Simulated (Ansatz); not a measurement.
# Hf2(Cl)8: geometry, orbitals and charge

Aim: characterise Hf2(Cl)8 as a singlet: its structure, frontier levels and distribution of charge.

Program: Ansatz 0.2.0, Gaussian basis. Level of theory: RKS PBE0-D4/def2-TZVP. These are calculated values, not measurements.

The runs, in order: relaxation at r2SCAN-D4/def2-SVP; a single point at PBE0-D4/def2-TZVP.

4 further runs of the same task are left out: 2 that didn't finish, 2 set aside as unsound or not needed.

## (1) Starting geometry

10 atoms, charge 0, spin multiplicity 1.

Atoms are counted from 1 here; the program's logs count them from 0.

Bond lengths: Hf1–Cl2 2.306 Å, Hf1–Cl3 2.307 Å, Hf1–Cl4 2.299 Å, Hf1–Cl5 2.660 Å, Hf1–Cl9 2.980 Å, Hf1–Cl10 2.693 Å, Cl5–Hf6 2.544 Å, Hf6–Cl7 2.305 Å, Hf6–Cl8 2.304 Å, Hf6–Cl9 2.377 Å, Hf6–Cl10 2.518 Å. Angles: Cl2–Hf1–Cl3 101.2°, Cl2–Hf1–Cl4 102.8°, Cl2–Hf1–Cl5 154.9°, Cl2–Hf1–Cl9 87.1°, Cl2–Hf1–Cl10 90.1°, Cl3–Hf1–Cl4 102.8°, Cl3–Hf1–Cl5 90.8°, Cl3–Hf1–Cl9 88.0°, Cl3–Hf1–Cl10 156.1°, Cl4–Hf1–Cl5 95.8°, Cl4–Hf1–Cl9 163.5°, Cl4–Hf1–Cl10 95.1°, Cl5–Hf1–Cl9 71.3°, Cl5–Hf1–Cl10 71.5°, Cl9–Hf1–Cl10 71.3°, Hf1–Cl5–Hf6 89.9°, Cl5–Hf6–Cl7 90.0°, Cl5–Hf6–Cl8 160.0° and more.

Hf takes a core potential in the def2 sets. No spin-orbit coupling is included.

The start is a GFN1-xTB geometry.

## (2) Relaxation at r2SCAN-D4/def2-SVP

The input, in.yaml:

```yaml
crystal:
  periodic: [false, false, false]
  atoms:
    - {symbol: Hf, position_ang: [0.623690, 0.395460, 1.562150]}
    - {symbol: Cl, position_ang: [2.192780, -1.165810, 2.210220]}
    - {symbol: Cl, position_ang: [1.896950, 2.318560, 1.519780]}
    - {symbol: Cl, position_ang: [-0.640480, 0.665380, 3.463670]}
    - {symbol: Cl, position_ang: [-1.145860, 1.488620, -0.096330]}
    - {symbol: Hf, position_ang: [-0.812310, -0.441970, -1.719210]}
    - {symbol: Cl, position_ang: [-1.559940, 0.885360, -3.449280]}
    - {symbol: Cl, position_ang: [-1.142170, -2.460120, -2.781660]}
    - {symbol: Cl, position_ang: [1.493470, -0.119330, -1.241140]}
    - {symbol: Cl, position_ang: [-0.906130, -1.566150, 0.531810]}
basis:
  gaussian: {orbitals: def2-SVP}
hamiltonian: {xc: r2scan, dispersion: d4}
scf: {lower_state_search: "off"}
output: {orbitals: {seedname: orbitals}}
relax: {f_tol: 0.03, max_steps: 70}
```

On the command line:

```console
$ ansatz run in.yaml --threads 4 --pin off --events-out ev --progress --plain --max-ram 6963MiB
```

Further steps of the session: Single point, PBE0-D4/def2-TZVP.

Q: Predict the results of all the runs planned. Wanted: point group; commonest bond; HOMO, LUMO at PBE0-D4/def2-TZVP; dipole at r2SCAN-D4/def2-SVP.

**Answer**, as computed:

| quantity | value |
| --- | --- |
| point group | C1 |
| commonest bond | Cl–Hf, 10 of mean length 2.444 Å |
| HOMO, LUMO at PBE0-D4/def2-TZVP | -9.51, -2.79 eV |
| dipole at r2SCAN-D4/def2-SVP | 0.18 D |

The relaxation broke 1 and made 0 bonds, so the end is another structure than the start. No usable vibrations, so a minimum isn't proven. The HOMO lies nearest to Cl3, Cl4, Cl8 about 24 % each; Cl7 20 % and the LUMO to Hf6 40 %; Hf1 31 %. Whether this spin is the lowest isn't tested here. The point group is read from a loosely relaxed geometry; soft torsions can leave it below the true symmetry.
